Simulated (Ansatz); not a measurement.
# UCCSDT/STO-3G run of BH2Br− (SMILES [BH2-]Br)

Aim: the vertical doublet–quartet gap of BH2Br− at UCCSDT/STO-3G, from 2 runs. 

The calculation is run with Ansatz 0.2.0.

7 further runs of the same task are left out: 6 that didn't finish, 1 set aside as unsound or not needed.

**1. The structure to begin with**

BH2Br− has 4 atoms, charge -1, and is taken as a doublet. SMILES: `[BH2-]Br`. The coordinates come from a GFN2-xTB relaxation.

Bond lengths: B1–Br2 2.076 Å, B1–H3 1.213 Å, B1–H4 1.213 Å. Angles: Br2–B1–H3 109.1°, Br2–B1–H4 109.1°, H3–B1–H4 115.9°.

**2. A single-point energy at UCCSDT/STO-3G**

Contents of molecule.yaml:

```yaml
basis:
  gaussian:
    orbitals: STO-3G
crystal:
  periodic: [false, false, false]
  atoms:
    - symbol: B
      position_ang: [-0.380570, 0.148840, 0.001750]
    - symbol: Br
      position_ang: [1.540060, 0.580870, 0.661540]
    - symbol: H
      position_ang: [-0.770230, -0.861690, 0.547550]
    - symbol: H
      position_ang: [-0.389260, 0.131980, -1.210840]
total_charge: -1
magnetization:
  spin_polarized: true
  initial_magnetization: 1
correlation:
  method: ccsdt
  frozen_orbitals: {B: 1, Br: 9, H: 0}
accuracy: high
scf:
  omitted_lower_state_checks: [cluster_reference, increment]
```

Run with:

```bash
$ ansatz run molecule.yaml --threads 1 --pin off --max-ram 2610MiB --events-out events.jsonl --progress --plain --runs-dir runs
```

Standard output, cut to the lines that bear on the results:

```text
Warning: RAYON_NUM_THREADS=1 ignored (pool sized by the plan → 1); use --threads N
Functional definition: HF
  name "HF"
[...]
339 factors; integrals over basis functions are off by at most 9.1e-9 eV
[...]
mean field -69934.85117674 eV, -2570.0583772005 hartree, gradient 2.2e-8 eV, S^2 0.756161; 0 other end points of the search recorded, 0 dependent functions left out
10 core orbitals not correlated: weight in the atoms' cores, before any rotation towards them, 1.000 or more for the frozen orbitals, at most 0.000 for the correlated occupied ones
reference -69934.85117674 eV, -2570.0583772005 hartree; 12, 11 occupied and 3, 4 virtual orbitals, 339 factors
second order -0.88045682 eV of doubles, -0.00000000 eV of singles
cycle   1  -1.12400741 eV  change   -2.4e-1 eV  update   4.3e-2
[...]
cycle  21  -1.29099119 eV  change   7.7e-10 eV  update   1.9e-9
Total energy: -69936.14216793 eV, -2570.1058202516 hartree
Checks for a lower state left out: cluster_reference, increment
```

It took 1.1 s on 1 thread of Arm Neoverse V1, shared host.

**3. The quartet**

Contents of run.yaml:

```yaml
crystal:
  periodic: [false, false, false]
  atoms:
    - {symbol: B, position_ang: [-0.380570, 0.148840, 0.001750]}
    - {symbol: Br, position_ang: [1.540060, 0.580870, 0.661540]}
    - {symbol: H, position_ang: [-0.770230, -0.861690, 0.547550]}
    - {symbol: H, position_ang: [-0.389260, 0.131980, -1.210840]}
basis:
  gaussian: {orbitals: STO-3G}
magnetization: {spin_polarized: true, initial_magnetization: 3}
scf: {omitted_lower_state_checks: [cluster_reference, increment]}
total_charge: -1
correlation: {method: ccsdt, frozen_orbitals: {B: 1, Br: 9, H: 0}}
accuracy: high
```

Run with:

```bash
$ ansatz run run.yaml --threads 1 --pin off --max-ram 2610MiB --events-out events.jsonl --progress --plain --runs-dir runs
```

Standard output:

```text
Warning: RAYON_NUM_THREADS=1 ignored (pool sized by the plan → 1); use --threads N
[... 14 lines left out ...]
10 core orbitals not correlated: weight in the atoms' cores, before any rotation towards them, 1.000 or more for the frozen orbitals, at most 0.000 for the correlated occupied ones
[... 41 lines left out ...]
Total energy: -69925.04385587 eV, -2569.6979648063 hartree
Checks for a lower state left out: cluster_reference, increment
```

Wall time 1.9 s (1 thread of Arm Neoverse V1, shared host).

**4. What came out**

Level: UCCSDT/STO-3G, 10 core orbitals frozen.

```
                                             quantity           value
                                doublet: total energy  -2570.10582 Eh
doublet: correlation energy (10 core orbitals frozen)       -47.4 mEh
           doublet: ⟨S²⟩ of the reference determinant           0.756
                               doublet: T1 diagnostic           0.005
                                quartet: total energy  -2569.69796 Eh
quartet: correlation energy (10 core orbitals frozen)       -37.8 mEh
           quartet: ⟨S²⟩ of the reference determinant           3.757
                               quartet: T1 diagnostic           0.014
     vertical energy of the quartet above the doublet       11.098 eV
```

**Reading.** At this shape the quartet lies 11.10 eV (1071 kJ/mol) above the doublet. For an anion a state so high probably lies above electron detachment. In a minimal basis such a difference can be off by several eV, whatever the method.
